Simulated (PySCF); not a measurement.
# H2NdO (Nd(H2O)3+): the cost of one run

Program: PySCF 2.14.0. Level of theory: PBE, Nd lcecp-1-SVP with ECP49, O def2-SVP, H def2-SVP; scalar-relativistic core potentials, no spin–orbit coupling. These are calculated values, not measurements.

3 further runs of the same task are left out: 2 for a known fault of the program, 1 that didn't finish.

## (1) Starting geometry

4 atoms, charge 3, spin multiplicity 1.

Bond lengths: Nd1–O2 2.253 Å, O2–H3 1.013 Å, O2–H4 1.013 Å. Angles: Nd1–O2–H3 128.9°, Nd1–O2–H4 128.9°, H3–O2–H4 102.2°.

Geometry (Å):

```xyz
4

Nd    0.0000    0.0000   -0.1126
O     0.0000    0.0000    2.1404
H     0.7886    0.0000    2.7768
H    -0.7886    0.0000    2.7768
```

Formal oxidation states: Nd +3. Each metal's 3 4f electrons lie in its core potential, so multiplicities, spins and levels count the valence alone. An earlier session relaxed this geometry at PBE, Nd lcecp-1-SVP with ECP49, O def2-SVP, H def2-SVP (singlet, point group C2v).

Its energy there is -108.902543 Eh.

## (2) Atoms moved at random, σ = 0.06 Å

Input file run.py (the lines that set the calculation):

```python
mol = gto.M(atom='''
Nd    -0.08074     0.02764    -0.16832
O      0.02134    -0.09240     2.19490
H      0.84107     0.00768     2.70563
H     -0.78167     0.05708     2.84918''',
    basis={'Nd': 'lcecp-1-SVP', 'O': 'def2-SVP', 'H': 'def2-SVP'},
    ecp={'Nd': 'lcecp-1-SVP'},
    charge=3, spin=0)
mf = dft.RKS(mol, xc='PBE')
mf.grids.atom_grid = (50, 194)  # f atoms: unpruned, at least (60, 302)
mf = mf.density_fit()  # fitting sets: Nd AutoAux, O def2-universal-JKFIT, H def2-universal-JKFIT
mf.conv_tol = 1e-08; mf.max_cycle = 55
mf.kernel(dm0)  # dm0: the density of the relaxed state
```

Run with:

```console
$ OMP_NUM_THREADS=2 python run.py
```

**Question.** How long does this run take on 2 threads of Arm Neoverse V1, shared host?

About 1.6 s.
